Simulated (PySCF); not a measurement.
# ClGe2H6N: the cost of one run

Programs: PySCF 2.14.0, with density-fitted response routines of our own. Each step states its level of theory. These are calculated values for one molecule in the gas phase, unless marked as measured. Atoms are numbered from 0 throughout.

### Step 1. Starting geometry

10 atoms, charge 0, multiplicity 1; geometry from: GFN2-xTB. The atoms were then displaced at random by about 0.01 Å, so the start is not that level's minimum.

Bonds of the start (Å): N0–Ge1 1.82, Ge1–Cl2 2.14, Ge1–Ge3 2.43, N0–H4 1.04, N0–H5 0.99, Ge1–H6 1.52, Ge3–H7 1.49, Ge3–H8 1.50, Ge3–H9 1.49.

### Step 2. Relaxing the molecule at PBE0-D3(BJ)/def2-SVP

Job settings and geometry (Å):

```
{"job": {"xc": "PBE0", "basis": "def2-SVP", "d3": "d3bj", "grid": 1, "shake": 0.01, "kind": "geom"}, "charge": 0, "multiplicity": 1}
N     -1.650540    -0.825650     0.242590
Ge    -0.587440     0.511630    -0.386890
Cl    -1.093040     2.372540     0.536480
Ge     1.736160    -0.114380    -0.046560
H     -2.669120    -0.636380     0.185930
H     -1.461040    -1.182110     1.145050
H     -1.012230     0.669890    -1.833920
H      2.561170     0.059230    -1.275230
H      1.843760    -1.550430     0.371460
H      2.382740     0.674740     1.040030
```

The run is started by

```console
$ OMP_NUM_THREADS=1 python probes_run.py task.json out
```

The driver reads the jobs from task.json and runs them one after another.

**Question.** How long does this first job take on 1 thread of Arm Neoverse V1, shared host, and how much memory does it need?

About 66 s, with a peak of 0.47 GiB.
